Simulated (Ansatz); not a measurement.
# Ba2Tl5V3O12 (P-4) in Ansatz: convergence with k mesh

Aim: find how far k mesh must go before the results for Ba2Tl5V3O12 settle, at PBE. This setting moves, with any that are tied to it; all else stays.

Program: Ansatz 0.2.0. These are calculated values, not measurements. Logs are shortened: lines on timing, memory, paths and dates and some standing lists are left out, and cuts for length are marked.

## 1. The crystal as given

Symmetry: P-4, No. 81, tetragonal system. The conventional cell has a = 6.545 Å, b = 6.545 Å, c = 13.575 Å, α = 90.00°, β = 90.00°, γ = 90.00°. Ba (site symmetry 2) has 8 O at 2.82 to 2.88 Å as nearest neighbours. V (site symmetry -4) has 4 O at 1.73 Å as nearest neighbours. V (site symmetry -4) has 4 O at 1.74 Å as nearest neighbours. V (site symmetry -4) is surrounded by 4 O at 1.73 Å. Tl (site symmetry 2) is surrounded by 4 O at 2.65 to 2.67 Å. Tl (site symmetry 2) is surrounded by 4 O at 2.69 Å. Tl (site symmetry -4) has 4 O at 3.29 Å and 4 Tl at 3.30 Å as nearest neighbours. O (site symmetry 1) is surrounded by 1 V at 1.73 Å.

The cell was built by a generator and needn't be a form met in nature.

## 2. With k mesh 2 × 2 × 1

Input file input.yaml:

```yaml
crystal:
  lattice:
    - [6.54548, 0.0, 0.0]
    - [0.0, 6.54548, 0.0]
    - [0.0, 0.0, 13.57484]
  atoms:
    - { symbol: Ba, position: [0.5, 0.0, 0.56322] }
    - { symbol: Ba, position: [0.0, 0.5, 0.43678] }
    - { symbol: V, position: [0.0, 0.0, 0.5], spin: 2.0 }
    - { symbol: V, position: [0.0, 0.0, 0.0], spin: 2.0 }
    - { symbol: V, position: [0.5, 0.5, 0.5], spin: 2.0 }
    - { symbol: Tl, position: [0.5, 0.0, 0.0298] }
    - { symbol: Tl, position: [0.0, 0.5, 0.6884] }
    - { symbol: Tl, position: [0.0, 0.5, 0.9702] }
    - { symbol: Tl, position: [0.5, 0.0, 0.3116] }
    - { symbol: Tl, position: [0.5, 0.5, 0.0] }
    - { symbol: O, position: [0.81622, 0.88853, 0.42632] }
    - { symbol: O, position: [0.88853, 0.18378, 0.57368] }
    - { symbol: O, position: [0.11147, 0.81622, 0.57368] }
    - { symbol: O, position: [0.18378, 0.11147, 0.42632] }
    - { symbol: O, position: [0.82276, 0.85849, 0.933] }
    - { symbol: O, position: [0.85849, 0.17724, 0.067] }
    - { symbol: O, position: [0.14151, 0.82276, 0.067] }
    - { symbol: O, position: [0.17724, 0.14151, 0.933] }
    - { symbol: O, position: [0.68323, 0.61113, 0.5741] }
    - { symbol: O, position: [0.61113, 0.31677, 0.4259] }
    - { symbol: O, position: [0.38887, 0.68323, 0.4259] }
    - { symbol: O, position: [0.31677, 0.38887, 0.5741] }
hamiltonian:
  xc: pbe
  pseudopotentials: { kind: paw }
magnetization:
  spin_polarized: true
kpoints:
  mp_grid: { grid: [2, 2, 1] }
scf:
  occupations: { method: fermi_dirac, width: 0.05 }
output:
  forces: true
  stress: true
  eigenvalues: true
```

Potentials or basis: Ansatz PAW.

Command:

```
ansatz run input.yaml --threads 8 --pin off --max-ram 20480MiB --backend cpu --events-out ev --progress --plain --runs-dir out
```

Log:

```text
Warning: RAYON_NUM_THREADS=8 ignored (pool sized by the plan → 8); use --threads N
Engine: ansatz 0.2.0, x86_64-unknown-linux-gnu
Pseudopotentials: kind: paw
Pseudopotential: Ba, paw, valence charge 10, recommended cutoff 420 eV (normal), Ba.paw.azcp
Pseudopotential: V, paw, valence charge 13, recommended cutoff 420 eV (normal), V.paw.azcp
Pseudopotential: Tl, paw, valence charge 13, recommended cutoff 420 eV (normal), Tl.paw.azcp
[... 101 lines left out ...]
        0.000000      -0.000000       0.014931
  P = ⅓ Tr σ = 0.1025 GPa (1.025 kbar)
--- Band table (eV; the first three rows and the last of 6) ---
  k-point 0 ↑: bands = ["-60.9906", "-60.2211", "-60.1938", "-34.9498", "-34.9498", "-34.9052", "-34.2018", "-34.2018", "-34.1755", "-34.1755", "-34.1532", "-34.1222", "-22.2933", "-22.2688", "-13.8731", "-13.3944", "-13.3286", "-13.3286", "-13.2115", "-12.8180", "-12.7979", "-12.7979", "-12.6490", "-12.5836", "-12.5215", "-12.5215", "-8.9274", "-8.8725", "-8.8154", "-8.8154", "-8.7608", "-7.7106", "-7.6388", "-7.4880", "-7.4880", "-7.4246", "-7.3154", "-7.3154", "-7.3116", "-7.3116", "-7.2699", "-7.1904", "-7.1736", "-7.1289", "-7.1064", "-7.1064", "-7.0983", "-6.4190", "-6.4118", "-6.4110", "-6.4110", "-6.3933", "-6.3933", "-6.3655", "-6.3646", "-6.3500", "-6.3494", "-3.5378", "-2.6397", "-1.3891", "-1.3003", "-0.5381", "-0.5381", "-0.3590", "-0.3369", "0.0456", "0.1940", "0.1940", "0.2218", "0.4465", "0.4681", "0.4936", "0.6224", "0.6224", "0.6746", "0.6746", "0.8417", "0.9092", "0.9231", "0.9759", "1.3757", "1.4515", "1.5857", "1.5857", "1.7150", "1.7150", "1.7260", "1.7260", "1.7516", "1.9863", "2.1173", "2.3874", "2.4071", "2.4071", "2.4397", "2.5026", "2.9318", "2.9318", "4.1052", "4.1052", "4.5125", "6.0986", "6.4012", "6.5487", "6.9440", "6.9739", "7.0908", "7.1200", "7.1983", "7.1983", "7.5074", "7.7194", "7.7194", "7.8486", "7.8665", "7.8665", "7.8929", "8.1292", "8.1999", "8.5295", "8.5295", "8.7931", "8.8550"]
  k-point 1 ↑: bands = ["-60.9906", "-60.2211", "-60.1938", "-34.9498", "-34.9498", "-34.9052", "-34.2018", "-34.2017", "-34.1756", "-34.1756", "-34.1531", "-34.1222", "-22.2795", "-22.2795", "-13.8399", "-13.3886", "-13.3638", "-13.3325", "-13.1596", "-13.1381", "-12.7081", "-12.6992", "-12.6031", "-12.5976", "-12.5084", "-12.4977", "-8.8994", "-8.8402", "-8.8160", "-8.8156", "-8.7534", "-7.7119", "-7.7111", "-7.3994", "-7.3930", "-7.3802", "-7.3557", "-7.3474", "-7.3421", "-7.3147", "-7.3035", "-7.2028", "-7.1774", "-7.1613", "-7.1421", "-7.0684", "-7.0573", "-6.4187", "-6.4185", "-6.4153", "-6.4152", "-6.4014", "-6.4014", "-6.3642", "-6.3641", "-6.3438", "-6.3437", "-3.5475", "-2.5054", "-1.4697", "-1.3113", "-1.2225", "-0.4490", "-0.3234", "-0.2442", "0.1486", "0.1541", "0.1986", "0.2026", "0.2895", "0.3354", "0.5073", "0.5175", "0.5419", "0.5946", "0.6072", "0.6076", "0.8897", "0.8913", "1.1041", "1.1669", "1.2391", "1.5805", "1.5954", "1.7544", "1.7787", "1.9271", "1.9968", "2.0053", "2.1197", "2.1242", "2.3632", "2.4843", "2.5163", "2.6398", "2.6649", "2.8843", "2.9106", "4.1777", "4.6900", "5.6653", "6.1627", "6.3395", "6.4278", "6.7672", "6.8030", "7.0147", "7.0276", "7.2938", "7.3170", "7.4266", "7.4312", "7.4862", "7.7773", "7.8031", "8.0503", "8.0671", "8.0759", "8.1730", "8.4042", "8.4945", "8.5829", "8.6197"]
  k-point 2 ↑: bands = ["-60.9906", "-60.2211", "-60.1938", "-34.9498", "-34.9498", "-34.9052", "-34.2018", "-34.2018", "-34.1756", "-34.1756", "-34.1531", "-34.1222", "-22.2779", "-22.2779", "-13.8097", "-13.3865", "-13.3638", "-13.3638", "-13.2058", "-13.1821", "-12.7499", "-12.7499", "-12.5729", "-12.5500", "-12.4529", "-12.4529", "-8.8424", "-8.8342", "-8.8158", "-8.8158", "-8.7462", "-7.6729", "-7.6729", "-7.5706", "-7.5658", "-7.3837", "-7.3837", "-7.3184", "-7.3141", "-7.1994", "-7.1965", "-7.1965", "-7.1900", "-7.1399", "-7.1036", "-7.1036", "-7.0752", "-6.4172", "-6.4155", "-6.4155", "-6.4126", "-6.3997", "-6.3955", "-6.3641", "-6.3641", "-6.3470", "-6.3470", "-3.1775", "-2.4927", "-2.4927", "-1.3233", "-1.3233", "-0.8651", "-0.2110", "-0.0286", "0.0716", "0.0767", "0.2369", "0.2369", "0.3569", "0.3569", "0.4149", "0.5406", "0.5692", "0.7179", "0.7304", "0.7851", "0.7851", "1.0611", "1.1971", "1.2146", "1.6249", "1.6249", "1.7603", "1.8241", "1.8241", "1.8880", "1.8880", "1.8931", "1.9191", "2.0919", "2.0919", "2.4476", "2.4476", "2.4911", "2.5136", "3.1681", "3.1681", "4.7400", "5.8727", "5.8727", "5.9476", "6.1266", "6.6356", "6.6645", "6.8488", "6.8590", "7.1163", "7.1163", "7.2210", "7.3021", "7.5566", "7.5566", "7.5676", "7.5947", "7.6170", "7.8911", "7.8911", "8.2458", "8.3379", "8.3379", "8.3451", "8.4994"]
  k-point 2 ↓: bands = ["-60.9906", "-60.2211", "-60.1938", "-34.9498", "-34.9498", "-34.9052", "-34.2018", "-34.2018", "-34.1756", "-34.1756", "-34.1531", "-34.1222", "-22.2779", "-22.2779", "-13.8097", "-13.3865", "-13.3638", "-13.3638", "-13.2058", "-13.1821", "-12.7499", "-12.7499", "-12.5729", "-12.5500", "-12.4529", "-12.4529", "-8.8424", "-8.8342", "-8.8158", "-8.8158", "-8.7462", "-7.6729", "-7.6729", "-7.5706", "-7.5658", "-7.3837", "-7.3837", "-7.3184", "-7.3141", "-7.1994", "-7.1965", "-7.1965", "-7.1900", "-7.1399", "-7.1036", "-7.1036", "-7.0752", "-6.4172", "-6.4155", "-6.4155", "-6.4126", "-6.3997", "-6.3955", "-6.3641", "-6.3641", "-6.3470", "-6.3470", "-3.1775", "-2.4927", "-2.4927", "-1.3233", "-1.3233", "-0.8651", "-0.2110", "-0.0286", "0.0716", "0.0767", "0.2369", "0.2369", "0.3569", "0.3569", "0.4149", "0.5406", "0.5692", "0.7179", "0.7304", "0.7851", "0.7851", "1.0611", "1.1971", "1.2146", "1.6249", "1.6249", "1.7603", "1.8241", "1.8241", "1.8880", "1.8880", "1.8931", "1.9191", "2.0919", "2.0919", "2.4476", "2.4476", "2.4911", "2.5136", "3.1681", "3.1681", "4.7400", "5.8727", "5.8727", "5.9476", "6.1266", "6.6356", "6.6645", "6.8488", "6.8590", "7.1163", "7.1163", "7.2210", "7.3021", "7.5566", "7.5566", "7.5676", "7.5947", "7.6170", "7.8911", "7.8911", "8.2458", "8.3379", "8.3379", "8.3451", "8.4994"]
```

It took 18 s on 8 threads of Intel Xeon at 2.50GHz (Skylake/Cascade Lake), shared host; peak memory 2 GiB.

Results:

```
Free energy            : -84678.2951 eV
Pressure               : 0.1 GPa
Largest force          : 0.045 eV/Å
Band gap on the k mesh : 0.94 eV, indirect (least direct gap 1.17 eV)
Net moment             : 0.00 μB per cell
Absolute moment        : 0.00 μB per cell
```

## 3. With k mesh 3 × 3 × 2

input.yaml: that of step 2 with these lines changed.

```diff
@@ -34,3 +34,3 @@
 kpoints:
-  mp_grid: { grid: [2, 2, 1] }
+  mp_grid: { grid: [3, 3, 2] }
 scf:
```

Potentials or basis: Ansatz PAW.

Command:

```
ansatz run input.yaml --threads 8 --pin off --max-ram 20480MiB --backend cpu --events-out ev --progress --plain --runs-dir out
```

It took 37 s on 8 threads of Intel Xeon at 2.50GHz (Skylake/Cascade Lake), shared host; peak memory 2.7 GiB.

What came out:

| Property | Result |
| --- | --- |
| Free energy | -84678.3637 eV |
| Pressure | 0.0 GPa |
| Largest force | 0.006 eV/Å |
| Band gap on the k mesh | 1.01 eV, indirect (least direct gap 1.19 eV) |
| Net moment | 0.00 μB per cell |
| Absolute moment | 0.00 μB per cell |

## 4. With k mesh 4 × 4 × 2

input.yaml: that of step 3 with these lines changed.

```diff
@@ -34,3 +34,3 @@
 kpoints:
-  mp_grid: { grid: [3, 3, 2] }
+  mp_grid: { grid: [4, 4, 2] }
 scf:
```

Command:

```
ansatz run input.yaml --threads 8 --pin off --max-ram 20480MiB --backend cpu --events-out ev --progress --plain --runs-dir out
```

Run time: 69 s. Hardware: 8 threads of Intel Xeon at 2.50GHz (Skylake/Cascade Lake), shared host; peak memory 3.1 GiB.

Results:

- Free energy: -84678.3666 eV
- Pressure: 0.0 GPa
- Band gap on the k mesh: 0.96 eV, indirect (least direct gap 1.19 eV)
- Net moment: 0.00 μB per cell
- Absolute moment: 0.00 μB per cell

## 5. With k mesh 5 × 5 × 3

input.yaml: that of step 4 with these lines changed.

```diff
@@ -34,3 +34,3 @@
 kpoints:
-  mp_grid: { grid: [4, 4, 2] }
+  mp_grid: { grid: [5, 5, 3] }
 scf:
```

Command:

```
ansatz run input.yaml --threads 8 --pin off --max-ram 20480MiB --backend cpu --events-out ev --progress --plain --runs-dir out
```

Wall time 82 s (8 threads of Intel Xeon at 2.50GHz (Skylake/Cascade Lake), shared host); peak memory 3.4 GiB.

Results (log left out):

```
Free energy            : -84678.3673 eV
Pressure               : 0.0 GPa
Largest force          : 0.003 eV/Å
Band gap on the k mesh : 0.98 eV, indirect (least direct gap 1.19 eV)
Net moment             : 0.00 μB per cell
Absolute moment        : 0.00 μB per cell
```

## 6. With k mesh 6 × 6 × 3

input.yaml: that of step 5 with these lines changed.

```diff
@@ -34,3 +34,3 @@
 kpoints:
-  mp_grid: { grid: [5, 5, 3] }
+  mp_grid: { grid: [6, 6, 3] }
 scf:
```

Potentials or basis: Ansatz PAW.

Command:

```
ansatz run input.yaml --threads 8 --pin off --max-ram 20480MiB --backend cpu --events-out ev --progress --plain --runs-dir out
```

It took 2 min on 8 threads of Intel Xeon at 2.50GHz (Skylake/Cascade Lake), shared host; peak memory 4 GiB.

Results (log left out):

* Free energy: -84678.3676 eV
* Pressure: 0.0 GPa
* Largest force: 0.003 eV/Å
* Band gap on the k mesh: 0.96 eV, indirect (least direct gap 1.19 eV)
* Net moment: 0.00 μB per cell
* Absolute moment: 0.00 μB per cell

## 7. With k mesh 7 × 7 × 4

input.yaml: that of step 6 with these lines changed.

```diff
@@ -34,3 +34,3 @@
 kpoints:
-  mp_grid: { grid: [6, 6, 3] }
+  mp_grid: { grid: [7, 7, 4] }
 scf:
```

Command:

```
ansatz run input.yaml --threads 8 --pin off --max-ram 20480MiB --backend cpu --events-out ev --progress --plain --runs-dir out
```

It took 4.3 min on 8 threads of Intel Xeon at 2.50GHz (Skylake/Cascade Lake), shared host; peak memory 5.3 GiB.

Results (log left out):

- Free energy: -84678.3677 eV
- Pressure: 0.0 GPa
- Largest force: 0.003 eV/Å
- Band gap on the k mesh: 0.97 eV, indirect (least direct gap 1.19 eV)
- Net moment: 0.00 μB per cell
- Absolute moment: 0.00 μB per cell

## 8. Summary

| k mesh | energy less the tightest run, at zero smearing (meV/atom) | pressure (GPa) | largest force (eV/Å) | gap on the mesh (eV) | SCF cycles | CPU time (s) | peak memory (GiB) |
| --- | --- | --- | --- | --- | --- | --- | --- |
| 2 × 2 × 1 | 3.30 | 0.10 | 0.045 | 0.937 | 16 | 100 | 2 |
| 3 × 3 × 2 | 0.18 | 0.00 | 0.006 | 1.006 | 15 | 250 | 2.7 |
| 4 × 4 × 2 | 0.05 | -0.01 | 0.003 | 0.958 | 16 | 490 | 3.1 |
| 5 × 5 × 3 | 0.02 | -0.02 | 0.003 | 0.976 | 16 | 610 | 3.4 |
| 6 × 6 × 3 | 0.01 | -0.02 | 0.003 | 0.959 | 16 | 890 | 4 |
| 7 × 7 × 4 | 0.00 | -0.02 | 0.003 | 0.968 | 16 | 1900 | 5.3 |

Against the tightest run, the energy stays within 1 meV/atom from 3 × 3 × 2 on; the pressure stays within 0.1 GPa from 3 × 3 × 2 on; the largest force stays within 0.005 eV/Å from 3 × 3 × 2 on; the gap on the mesh stays within 0.01 eV from 5 × 5 × 3 on. Meshes of other sizes hit other points, so gaps and Fermi surfaces needn't settle smoothly. The tightest run that finished is the yardstick and may itself not be fully converged.

Caveats: odd divisions of the mesh miss points on the zone boundary, where band edges often lie, so the gap on the mesh can be too wide; spin-orbit coupling is left out, which as a rule narrows the gap of such compounds by several tenths of an eV; the starting moments weren't kept.
